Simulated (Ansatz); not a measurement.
# SnSe2: the cost of one run

Program: Ansatz 0.2.0. Level of theory: DFT r2SCAN, scalar-relativistic, plane waves, PAW. These are calculated values, not measurements.

## (1) The system as given

It takes space group P-3m1 (No. 164, trigonal). Conventional cell: a = 3.872 Å, b = 3.872 Å, c = 6.988 Å, α = 90.00°, β = 90.00°, γ = 120.00°. Sn (site symmetry -3m) is surrounded by 6 Se at 2.75 Å. Se (site symmetry 3m) has 3 Sn at 2.75 Å as nearest neighbours.

Coordinates:

```cif
data_structure
_symmetry_space_group_name_H-M 'P-3m1'
_symmetry_Int_Tables_number 164
_cell_length_a 3.8717
_cell_length_b 3.8717
_cell_length_c 6.9881
_cell_angle_alpha 90.000
_cell_angle_beta 90.000
_cell_angle_gamma 120.000
_cell_volume 90.72
loop_
_atom_site_label
_atom_site_type_symbol
_atom_site_symmetry_multiplicity
_atom_site_Wyckoff_symbol
_atom_site_fract_x
_atom_site_fract_y
_atom_site_fract_z
_atom_site_occupancy
Sn1 Sn 1 a 0.00000 0.00000 0.00000 1
Se1 Se 2 d 0.33333 0.66667 0.22815 1
```

It is the end of an earlier relaxation with the same method, from a generated guess; it is a trial structure. At a tolerance of 0.02 Å it has space group P-3m1 (No. 164); it has 30.24 Å³/atom, an uncorrected energy of -0.34 eV/atom over the elements and, on its mesh, gap 0.70 eV.

## (2) The same geometry with r2SCAN

Contents of input.yaml:

```yaml
crystal:
  lattice:
    - [3.871747532, 0.0, 0.0]
    - [-1.935873766, 3.3530317198, 0.0]
    - [0.0, 0.0, 6.9880755932]
  atoms:
    - { symbol: Sn, position: [0.0, 0.0, 0.0] }
    - { symbol: Se, position: [0.3333333333, 0.6666666667, 0.228147559] }
    - { symbol: Se, position: [0.6666666667, 0.3333333333, 0.771852441] }
basis:
  ecutwfc: 500
kpoints:
  mp_grid: { grid: [12, 12, 4] }
  band_path:
    path:
      - [[0.0, 0.0, 0.0], [0.5, 0.0, 0.0], [0.33333333, 0.33333333, 0.0], [0.0, 0.0, 0.0], [0.0, 0.0, 0.5], [0.5, 0.0, 0.5], [0.33333333, 0.33333333, 0.5], [0.0, 0.0, 0.5]]
      - [[0.5, 0.0, 0.5], [0.5, 0.0, 0.0]]
      - [[0.33333333, 0.33333333, 0.5], [0.33333333, 0.33333333, 0.0]]
    npoints: 14
hamiltonian:
  xc: r2scan
scf:
  occupations: { method: gaussian, width: 0.02 }
  n_extra_bands: 7
output:
  forces: true
  stress: true
  eigenvalues: true
  populations: true
  dos: { projected: true, de: 0.02, nscf_kmesh: { grid: [18, 18, 6] } }
  bader: true
  write_density: true
  write_potential: true
  elf: true
  volumetric_format: npy
```

The run is started by

```bash
$ ansatz run input.yaml --threads 1 --pin off --max-ram 2560MiB --backend cpu --events-out ev --progress --plain --runs-dir out
```

**Question.** How long does this run take on 1 thread of AMD EPYC 9R45 (Zen 5), shared host, and how much memory does it need?

About 42 s, with a peak of 0.81 GiB.
